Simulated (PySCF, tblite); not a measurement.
# C₄H₁₂N₂OSi: geometry, infrared bands and NMR shifts

What infrared bands and NMR shifts should C₄H₁₂N₂OSi (`CCNC(=O)[SiH2]NC`) show?

The runs use tblite 0.8.0 and PySCF 2.14.0, with density-fitted response routines of our own; the level of theory stands in each step. All values are computed, except where a source is named. Atoms count from 0, in the outputs and in this text.

### 1 Starting geometry

20 atoms, charge 0, multiplicity 1; geometry from: force field or distance geometry start.

Bonds of the start (Å): C0–C1 1.53, C1–N2 1.44, N2–C3 1.37, C3–O4 1.24, C3–Si5 1.93, Si5–N6 1.73, N6–C7 1.45, C0–H8 1.09, C0–H9 1.09, C0–H10 1.09, C1–H11 1.08, C1–H12 1.11, N2–H13 1.02, Si5–H14 1.48, Si5–H15 1.48, N6–H16 1.02, C7–H17 1.08, C7–H18 1.09, C7–H19 1.09.

### 2 Relaxing the molecule with GFN2-xTB

What the job is given:

```
{"job": {"kind": "relax", "xc": "GFN2-xTB", "basis": "xTB"}, "charge": 0, "multiplicity": 1}
C      2.337700     1.680400     0.296400
C      0.991200     1.840300     0.996800
N      0.054500     0.836100     0.571000
C     -0.021300    -0.411100     1.126100
O      0.688600    -0.826500     2.052900
Si    -1.333700    -1.650400     0.430500
N     -1.914300    -1.107200    -1.104900
C     -1.101100    -1.130600    -2.309400
H      2.211100     1.763500    -0.786600
H      3.022900     2.458500     0.629400
H      2.775800     0.705300     0.505200
H      0.559200     2.814100     0.791700
H      1.128900     1.752400     2.099700
H     -0.586600     1.054900    -0.197600
H     -2.542500    -1.724000     1.289000
H     -0.802900    -3.014100     0.203300
H     -2.771200    -1.627200    -1.274700
H     -0.200600    -0.537500    -2.206300
H     -0.823100    -2.154100    -2.581000
H     -1.677600    -0.712100    -3.138000
```

On the command line:

```
$ OMP_NUM_THREADS=1 python probes_run.py task.json out
```

The driver reads the jobs from task.json and runs them one after another.

**Question.** This job is followed by: GFN2-xTB harmonic vibrations, gas phase; GIAO PBE0/pcSseg-1 NMR shielding, non-relativistic, gas phase. Predict these results of the whole session: strongest single infrared mode (GFN2-xTB); zero-point energy (GFN2-xTB); ¹³C shifts against TMS (PBE0/pcSseg-1); ¹H shifts against TMS (PBE0/pcSseg-1, means over atoms taken as alike); ¹⁵N shifts against NH3 (PBE0/pcSseg-1); ¹⁷O shifts against H2O (PBE0/pcSseg-1); ²⁹Si shifts against TMS (PBE0/pcSseg-1).

**Answer**, as computed:

```
                                                              quantity                                   value
                             strongest single infrared mode (GFN2-xTB)                   2231 cm⁻¹, 396 km/mol
                                          zero-point energy (GFN2-xTB)                          100.7 kcal/mol
                                ¹³C shifts against TMS (PBE0/pcSseg-1)             179.6, 33.1, 32.4, 19.4 ppm
¹H shifts against TMS (PBE0/pcSseg-1, means over atoms taken as alike)  5.93, 4.70, 3.70, 2.77, 1.11, 0.07 ppm
                                ¹⁵N shifts against NH3 (PBE0/pcSseg-1)                         158.9, 17.7 ppm
                                ¹⁷O shifts against H2O (PBE0/pcSseg-1)                               486.0 ppm
                               ²⁹Si shifts against TMS (PBE0/pcSseg-1)                               -48.6 ppm
```

**Reading.** Relaxing lowered the energy by 0.271 eV in 166 steps; the close pair that moved most is C1–H12, from 1.115 to 1.092 Å. All 54 modes are real, so the xTB geometry is a minimum. The strongest single mode, at 2231 cm⁻¹, moves mainly H15. GFN2-xTB is a fitted tight-binding method: band positions and strengths are rough. Its intensities can rank the bands wrongly. At PBE0/pcSseg-1: The widest tensor belongs to O4: span 951 ppm, with a paramagnetic part of -551 ppm.
